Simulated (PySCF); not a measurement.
# Al2Cl4H4N2 ((Cl2Al-mu-NH2)2): the cost of one run

Programs: PySCF 2.14.0, with density-fitted response routines of our own. Each step states its level of theory. These are calculated values for one molecule in the gas phase, unless marked as measured. Atoms count from 0, in the outputs and in this text.

## 1. The molecule as given

12 atoms, charge 0, multiplicity 1; geometry from: GFN2-xTB. The atoms were then displaced at random by about 0.03 Å, so the start is not that level's minimum.

Bonds of the start (Å): Al0–Cl1 2.06, Al0–Cl2 2.09, Al0–N3 2.06, Al0–N7 1.91, N3–Al4 1.90, N3–H8 1.12, N3–H9 0.98, Al4–Cl5 2.01, Al4–Cl6 2.07, Al4–N7 1.92, N7–H10 0.98, N7–H11 1.06.

## 2. Optimising the geometry at PBE0-D3(BJ)/def2-SVP

What the job is given:

```
{"job": {"xc": "PBE0", "basis": "def2-SVP", "d3": "d3bj", "grid": 1, "maxiter": 40, "shake": 0.03, "kind": "geom"}, "charge": 0, "multiplicity": 1}
Al    -1.253000    -0.376730    -0.384240
Cl    -2.678870    -0.603900     1.084620
Cl    -1.700770    -0.394050    -2.422400
N     -0.206440     1.363250    -0.016010
Al     1.307690     0.279930     0.357760
Cl     2.633620     0.600960    -1.120910
Cl     1.695410     0.387210     2.385950
N      0.349690    -1.340730    -0.000410
H     -0.670480     1.922710     0.832060
H     -0.229810     1.998730    -0.756330
H      0.636080    -1.925060    -0.731570
H      0.232360    -1.995060     0.822470
```

On the command line:

```bash
OMP_NUM_THREADS=1 python probes_run.py task.json out
```

This one command runs all jobs of the session in turn.

**Question.** How long does this first job take on 1 thread of AMD EPYC 9R45, shared host, and how much memory does it need?

About 79 s, with a peak of 0.7 GiB.
